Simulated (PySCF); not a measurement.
# One shape, several levels: InNH2Cl2 (InCl2(NH2))

We compute a comparison of 6 runs (HF/STO-3G, HF/def2-SVP, B2PLYP/def2-SVP, B3LYP/def2-SVP, PBE0/def2-SVP, MP2/def2-TZVP) of InNH2Cl2 (InCl2(NH2)). The job is set up through a Python script.

Program for the calculation: PySCF 2.14.0.

## 1. The system as given

InNH2Cl2: 6 atoms, total charge 0, spin state singlet. SMILES: `[NH2][In]([Cl])[Cl]`. Geometry: a GFN2-xTB relaxation, a rough one for these elements and not checked as a minimum.

Bond lengths: In1–Cl2 2.292 Å, In1–Cl3 2.293 Å, In1–N4 2.055 Å, N4–H5 1.016 Å, N4–H6 1.016 Å. Angles: Cl2–In1–Cl3 119.0°, Cl2–In1–N4 120.4°, Cl3–In1–N4 119.9°, In1–N4–H5 110.8°, In1–N4–H6 111.1°, H5–N4–H6 107.9°.

## 2. Energy and forces at HF/STO-3G (run 1)

The input, input.py:

```python
from pyscf import gto

system = gto.Mole()
system.atom = '''
In     0.596152     1.328156     0.087853
Cl     4.881333     1.815800     0.495335
Cl    -1.916674     4.854839    -0.077592
N     -1.019186    -2.190193     0.390153
H     -2.679027    -2.262134    -0.570527
H      0.137421    -3.546468    -0.325203
'''
system.verbose = 3
system.max_memory = 1860
system.unit = 'bohr'
system.basis = 'sto-3g'
system.spin = 0
system.charge = 0
system.build()

mf = system.RHF()
mf.conv_tol = 1e-10
mf.kernel()
if not mf.converged:
    mf = mf.newton().run(mf.mo_coeff, mf.mo_occ)

etot = mf.e_tot
print('E = %.10f Eh' % etot)
grad = mf.nuc_grad_method().kernel()
mf.analyze()
```

The run is started by

```bash
OMP_NUM_THREADS=1 python input.py
```

What it wrote:

```text
converged SCF energy = -6647.13505278231
E = -6647.1350527823 Eh
--------------- RHF gradients ---------------
         x                y                z
0 In     0.0142813220     0.0295031291    -0.0099116868
1 Cl     0.0080732297    -0.0001712404     0.0018576637
2 Cl    -0.0058146137     0.0060198157     0.0007069049
3 N    -0.0269407427    -0.0589742677    -0.0058254387
4 H     0.0103888698     0.0098372740     0.0072036754
5 H     0.0000119349     0.0137852893     0.0059688815
----------------------------------------------
**** MO energy ****
MO #1   energy= -986.969040806986  occ= 2
MO #2   energy= -146.104198255885  occ= 2
MO #3   energy= -138.116401726631  occ= 2
MO #4   energy= -138.114782089559  occ= 2
MO #5   energy= -138.114549058471  occ= 2
MO #6   energy= -103.609292680783  occ= 2
MO #7   energy= -103.608820741924  occ= 2
MO #8   energy= -27.791730092494   occ= 2
MO #9   energy= -24.8116096127617  occ= 2
MO #10  energy= -24.8071509586685  occ= 2
MO #11  energy= -24.8061020813825  occ= 2
MO #12  energy= -16.6772769518184  occ= 2
MO #13  energy= -16.6771967130127  occ= 2
MO #14  energy= -16.6763337813976  occ= 2
MO #15  energy= -16.6720044077055  occ= 2
MO #16  energy= -16.6718555049624  occ= 2
MO #17  energy= -15.2677446599865  occ= 2
MO #18  energy= -10.3045085381453  occ= 2
MO #19  energy= -10.3040592705149  occ= 2
MO #20  energy= -7.74741042344793  occ= 2
MO #21  energy= -7.74696025791636  occ= 2
MO #22  energy= -7.74352506704819  occ= 2
MO #23  energy= -7.74323970376264  occ= 2
MO #24  energy= -7.74306463960544  occ= 2
MO #25  energy= -7.7427934531912   occ= 2
MO #26  energy= -4.33395580882368  occ= 2
MO #27  energy= -3.15310889273561  occ= 2
MO #28  energy= -3.14743656552538  occ= 2
MO #29  energy= -3.14174479742459  occ= 2
MO #30  energy= -1.05730479560804  occ= 2
MO #31  energy= -0.979519600925781 occ= 2
MO #32  energy= -0.973002656769347 occ= 2
MO #33  energy= -0.649284678539421 occ= 2
MO #34  energy= -0.648468274108162 occ= 2
MO #35  energy= -0.646460035776873 occ= 2
MO #36  energy= -0.645819262551481 occ= 2
MO #37  energy= -0.64399268770319  occ= 2
MO #38  energy= -0.57430014442928  occ= 2
MO #39  energy= -0.479630789267198 occ= 2
MO #40  energy= -0.428370722114385 occ= 2
MO #41  energy= -0.404968399610689 occ= 2
MO #42  energy= -0.395449040191968 occ= 2
MO #43  energy= -0.374325959735196 occ= 2
MO #44  energy= -0.370686984494528 occ= 2
MO #45  energy= -0.368529606427485 occ= 2
MO #46  energy= -0.31787718625671  occ= 2
MO #47  energy= 0.179247026810053  occ= 0
MO #48  energy= 0.228024155176682  occ= 0
MO #49  energy= 0.403940399789151  occ= 0
MO #50  energy= 0.44820787728179   occ= 0
MO #51  energy= 0.691517511366718  occ= 0
MO #52  energy= 0.734701184881786  occ= 0
 ** Mulliken atomic charges  **
charge of    0In =      0.89290
charge of    1Cl =     -0.34662
charge of    2Cl =     -0.34726
charge of    3N =     -0.38778
charge of    4H =      0.09440
charge of    5H =      0.09437
Dipole moment(X, Y, Z, Debye): -0.98882, -2.57891, -1.72176
```

Wall time 6.6 s (1 thread of Intel Xeon at 2.70GHz, shared host); peak memory 0.13 GiB.

## 3. Energy and gradient at HF/def2-SVP (core potential) (run 2)

The input, input.py:

```python
import pyscf.grad
from pyscf import gto, scf

system = gto.Mole()
system.atom = '''
In     0.596152     1.328156     0.087853
Cl     4.881333     1.815800     0.495335
Cl    -1.916674     4.854839    -0.077592
N     -1.019186    -2.190193     0.390153
H     -2.679027    -2.262134    -0.570527
H      0.137421    -3.546468    -0.325203
'''
system.max_memory = 1860
system.verbose = 4
system.ecp = {'In': 'def2-svp'}
system.spin = 0
system.charge = 0
system.unit = 'bohr'
system.basis = 'def2-svp'
system.build()

mf = scf.RHF(system)
mf.conv_tol = 1e-10
mf.kernel()
if not mf.converged:
    mf = mf.newton().run(mf.mo_coeff, mf.mo_occ)

e_final = mf.e_tot
print(f'total energy: {e_final:.8f} hartree')
grad = mf.Gradients().kernel()
dip = mf.dip_moment()
pop, q = mf.mulliken_pop()
```

The run is started by

```bash
OMP_NUM_THREADS=1 python input.py
```

What it wrote:

```text
PySCF version 2.14.0

[... 64 lines left out ...]
converged SCF energy = -1163.59926327021
total energy: -1163.59926327 hartree
[... 12 lines left out ...]
Dipole moment(X, Y, Z, Debye): -0.75895, -2.05735, -1.67668
[... 54 lines left out ...]
pop of  2 Cl 3pz          0.72033
pop of  2 Cl 4px          1.12926
pop of  2 Cl 4py          1.06057
pop of  2 Cl 4pz          1.20616
pop of  2 Cl 3dxy         0.00593
pop of  2 Cl 3dyz         0.00160
pop of  2 Cl 3dz^2        0.00199
pop of  2 Cl 3dxz         0.00079
pop of  2 Cl 3dx2-y2      0.00260
pop of  3 N 1s            1.99007
pop of  3 N 2s            0.96311
pop of  3 N 3s            0.56164
pop of  3 N 2px           0.70893
pop of  3 N 2py           0.72024
pop of  3 N 2pz           0.87630
pop of  3 N 3px           0.42679
pop of  3 N 3py           0.53816
pop of  3 N 3pz           0.76962
pop of  3 N 3dxy          0.00286
pop of  3 N 3dyz          0.00238
pop of  3 N 3dz^2         0.00074
pop of  3 N 3dxz          0.00606
pop of  3 N 3dx2-y2       0.00198
pop of  4 H 1s            0.70736
pop of  4 H 2s            0.09668
pop of  4 H 2px           0.02392
pop of  4 H 2py           0.00952
pop of  4 H 2pz           0.01559
pop of  5 H 1s            0.70682
pop of  5 H 2s            0.09710
pop of  5 H 2px           0.01640
pop of  5 H 2py           0.01887
pop of  5 H 2pz           0.01370
 ** Mulliken atomic charges  **
charge of    0In =      1.01474
charge of    1Cl =     -0.36960
charge of    2Cl =     -0.37031
charge of    3N =     -0.56887
charge of    4H =      0.14692
charge of    5H =      0.14711
```

Wall time 8.4 s (1 thread of Intel Xeon at 2.70GHz, shared host); peak memory 0.17 GiB.

Runs 3 to 4 aren't shown in full; the table further down has their settings and results.

## 4. Energy and forces at PBE0/def2-SVP (core potential) (run 5)

The input, run.py:

```python
from pyscf import gto, dft

system = gto.M(
    atom='''
In   0.315470   0.702830   0.046490
Cl   2.583090   0.960880   0.262120
Cl  -1.014260   2.569070  -0.041060
N   -0.539330  -1.159000   0.206460
H   -1.417680  -1.197070  -0.301910
H    0.072720  -1.876710  -0.172090
''',
    ecp={'In': 'def2-svp'},
    basis='def2-svp',
    verbose=4,
    max_memory=1860,
)

myscf = dft.RKS(system, xc='pbe0')
myscf.conv_tol = 1e-10
myscf.grids.level = 5
myscf.kernel()
if not myscf.converged:
    myscf = myscf.newton().run(myscf.mo_coeff, myscf.mo_occ)

e_tot = myscf.e_tot
print('E = %.10f Eh' % e_tot)
grad = myscf.nuc_grad_method().kernel()
dip = myscf.dip_moment()
pop, q = myscf.mulliken_pop()
```

The run is started by

```bash
OMP_NUM_THREADS=1 python run.py
```

What it wrote:

```text
PySCF version 2.14.0

[... 75 lines left out ...]
converged SCF energy = -1165.89233137686
[... 14 lines left out ...]
Dipole moment(X, Y, Z, Debye): -0.85392, -2.20977, -1.41548
[... 54 lines left out ...]
pop of  2 Cl 3pz          0.74044
pop of  2 Cl 4px          1.08273
pop of  2 Cl 4py          1.00402
pop of  2 Cl 4pz          1.16866
pop of  2 Cl 3dxy         0.00541
pop of  2 Cl 3dyz         0.00159
pop of  2 Cl 3dz^2        0.00188
pop of  2 Cl 3dxz         0.00077
pop of  2 Cl 3dx2-y2      0.00267
pop of  3 N 1s            1.98765
pop of  3 N 2s            1.00274
pop of  3 N 3s            0.51063
pop of  3 N 2px           0.73344
pop of  3 N 2py           0.73077
pop of  3 N 2pz           0.88094
pop of  3 N 3px           0.38083
pop of  3 N 3py           0.46983
pop of  3 N 3pz           0.71144
pop of  3 N 3dxy          0.00212
pop of  3 N 3dyz          0.00221
pop of  3 N 3dz^2         0.00096
pop of  3 N 3dxz          0.00508
pop of  3 N 3dx2-y2       0.00145
pop of  4 H 1s            0.70731
pop of  4 H 2s            0.10124
pop of  4 H 2px           0.02126
pop of  4 H 2py           0.01071
pop of  4 H 2pz           0.01592
pop of  5 H 1s            0.70684
pop of  5 H 2s            0.10165
pop of  5 H 2px           0.01601
pop of  5 H 2py           0.01726
pop of  5 H 2pz           0.01455
 ** Mulliken atomic charges  **
charge of    0In =      0.66121
charge of    1Cl =     -0.26384
charge of    2Cl =     -0.26454
charge of    3N =     -0.42008
charge of    4H =      0.14356
charge of    5H =      0.14369
```

It took 27 s on 1 thread of Intel Xeon at 2.70GHz, shared host; peak memory 0.84 GiB.

## 5. Energy and gradient at MP2/def2-TZVP (core potential) (run 6)

The input, mol.xyz:

```xyz
6

In     0.315470     0.702830     0.046490
Cl     2.583090     0.960880     0.262120
Cl    -1.014260     2.569070    -0.041060
N     -0.539330    -1.159000     0.206460
H     -1.417680    -1.197070    -0.301910
H      0.072720    -1.876710    -0.172090
```

The input, input.py:

```python
# InCl2(NH2)
from pyscf import gto, mp

system = gto.Mole()
system.atom = 'mol.xyz'
system.basis = 'def2-tzvp'
system.verbose = 4
system.max_memory = 1860
system.ecp = {'In': 'def2-svp'}
system.build()

mf = system.RHF()
mf.conv_tol = 1e-10
mf.kernel()
if not mf.converged:
    mf = mf.newton().run(mf.mo_coeff, mf.mo_occ)

pt = mp.MP2(mf, frozen=15).run()
e_tot = pt.e_tot
print('Final energy', e_tot)
grad = pt.nuc_grad_method().kernel()
dip = mf.dip_moment()
pop, q = mf.mulliken_pop()
```

The run is started by

```bash
OMP_NUM_THREADS=1 python input.py
```

What it wrote:

```text
PySCF version 2.14.0

[... 64 lines left out ...]
converged SCF energy = -1163.99407894254
[... 8 lines left out ...]
Final energy -1164.8509413880531
[... 9 lines left out ...]
Dipole moment(X, Y, Z, Debye): -0.74797, -2.01019, -1.56027
[... 135 lines left out ...]
pop of  3 N 3pz           0.65572
pop of  3 N 4px           0.21582
pop of  3 N 4py           0.29058
pop of  3 N 4pz           0.47414
pop of  3 N 3dxy          0.00122
pop of  3 N 3dyz          0.00075
pop of  3 N 3dz^2         0.00023
pop of  3 N 3dxz          0.00212
pop of  3 N 3dx2-y2       0.00092
pop of  3 N 4dxy          0.00403
pop of  3 N 4dyz          0.00474
pop of  3 N 4dz^2         0.00158
pop of  3 N 4dxz          0.00868
pop of  3 N 4dx2-y2       0.00245
pop of  3 N 4f-3          0.00013
pop of  3 N 4f-2          0.00018
pop of  3 N 4f-1          0.00012
pop of  3 N 4f+0          0.00050
pop of  3 N 4f+1          0.00007
pop of  3 N 4f+2          0.00029
pop of  3 N 4f+3          0.00043
pop of  4 H 1s            0.25765
pop of  4 H 2s            0.40659
pop of  4 H 3s            0.04593
pop of  4 H 2px           0.01736
pop of  4 H 2py           0.00819
pop of  4 H 2pz           0.01356
pop of  5 H 1s            0.25732
pop of  5 H 2s            0.40660
pop of  5 H 3s            0.04622
pop of  5 H 2px           0.01103
pop of  5 H 2py           0.01584
pop of  5 H 2pz           0.01217
 ** Mulliken atomic charges  **
charge of    0In =      1.22388
charge of    1Cl =     -0.45267
charge of    2Cl =     -0.45329
charge of    3N =     -0.81946
charge of    4H =      0.25072
charge of    5H =      0.25082
```

It took 2.3 min on 1 thread of Intel Xeon at 2.70GHz, shared host; peak memory 2 GiB.

## 6. All runs side by side

```tsv
run	level	core potential	task	energy (Eh)	dipole moment (D) of the reference	HOMO energy (eV)	LUMO energy (eV)	wall time
1	HF/STO-3G	–	gradient	-6647.135053	3.25	-8.65	4.88	6.6 s
2	HF/def2-SVP (core potential)	def2-svp	gradient	-1163.599263	2.76	-11.21	1.22	8.4 s
3	B2PLYP/def2-SVP (core potential)	def2-svp	energy	-1165.631710	2.71	-9.03	-0.75	18 s
4	B3LYP/def2-SVP (core potential)	def2-svp	gradient	-1166.348133	2.69	-7.53	-2.20	39 s
5	PBE0/def2-SVP (core potential)	def2-svp	gradient	-1165.892331	2.76	-7.84	-1.97	27 s
6	MP2/def2-TZVP (core potential)	def2-svp	gradient	-1164.850941	2.65	-11.33	0.96	2.3 min
```

## 7. What came out

| quantity | value |
| --- | --- |
| run 6: total energy | -1164.85094 Eh |
| run 6: dipole moment (Hartree–Fock density) | 2.65 D |
| run 6: HOMO energy (Hartree–Fock orbitals) | -11.33 eV |
| run 6: LUMO energy (Hartree–Fock orbitals) | 0.96 eV |
| run 6: HOMO–LUMO gap (Hartree–Fock orbitals) | 12.29 eV |
| run 6: correlation energy (15 core orbitals frozen) | -856.9 mEh |
| run 6: largest force on an atom | 0.941 eV/Å |

In words: Over runs 1, 2, 3, 4, 5 the dipole moment (its size) runs from 2.69 D (B3LYP/def2-SVP) to 3.25 D (HF/STO-3G). The two ends differ in method and basis and core potential. Over runs 1, 2, 3, 4, 5 the HOMO–LUMO gap runs from 5.33 eV (B3LYP/def2-SVP) to 13.53 eV (HF/STO-3G). Totals of different functionals can't be ranked against each other. Some runs of one species differ in core potentials or relativity; totals across that change don't compare. In run 1 the basis is minimal, so the values are rough. In run 1 relativity is left out where basis or elements ask for it. All runs together took 4 min, the longest 2.3 min.
